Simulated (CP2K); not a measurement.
Runs of CP2K 2026.2 on Na3Cl2. The structure is orthorhombic, space group Cmmm (No. 65). Conventional cell: a = 3.520 Å, b = 20.341 Å, c = 3.528 Å, α = 90.00°, β = 90.00°, γ = 90.00°. Around Cl (site symmetry m2m) lie 8 Na at 3.00 to 3.05 Å. Around Na (site symmetry m2m) lie 4 Cl at 3.00 Å and 1 Na at 3.44 Å. Na (site symmetry mmm) has 8 Cl at 3.05 Å and 2 Na at 3.44 Å as nearest neighbours. The cell comes from a database or a generator and needn't be the stable form of this composition.

```tsv
task	level	potentials or basis	cell	k points reduced by the point group	NGRIDS	points a segment of the path (NPOINTS)	bands added on the path	EXTRAPOLATION	gap on the mesh (eV)	pressure (GPa)	largest force (eV/Å)
band structure	RPBE	POTENTIAL_UZH Cl GTH-PBE-q7, Na GTH-PBE-q9; TZVP-MOLOPT-PBE-GTH basis	as given	yes	5	8	4	-	none	1.6	0.20
band structure	PBE	POTENTIAL_UZH Cl GTH-PBE-q7, Na GTH-PBE-q9; TZVP-MOLOPT-PBE-GTH basis	as given	yes	4	8	2	-	none	0.3	(b)
band structure	LDA	GTH_POTENTIALS Cl GTH-PADE-q7, Na GTH-PADE-q9; TZVP-MOLOPT-PBE-GTH basis	as given	yes	4	6	4	-	none	-2.0	(a)
band structure	revPBE	POTENTIAL_UZH Cl GTH-PBE-q7, Na GTH-PBE-q9; TZVP-MOLOPT-PBE-GTH basis	as given	yes	4	6	4	-	none	1.4	0.12
relaxation of the atoms	PBE	POTENTIAL_UZH Cl GTH-PBE-q7, Na GTH-PBE-q9; TZVP-MOLOPT-PBE-GTH basis	atoms relaxed	-	4	-	-	USE_PREV_P	none	0.3	0.01
```

Alike in all rows: no spin polarisation; k mesh 6 × 6 × 6; smearing fermi-dirac 0.05 eV.

Problem. Fill in the values left out.

Solution. (a) 0.13; (b) 0.11.

Caveats: the basis of atomic orbitals isn't converged, which shifts pressures, moduli and gaps; an odd number of electrons without spin polarisation forces a metal; a magnetic or distorted state may lie lower; the potentials were made for another functional, which shifts forces and pressure (some runs).

A gap of «none» marks a metal or a gap under the smearing width.
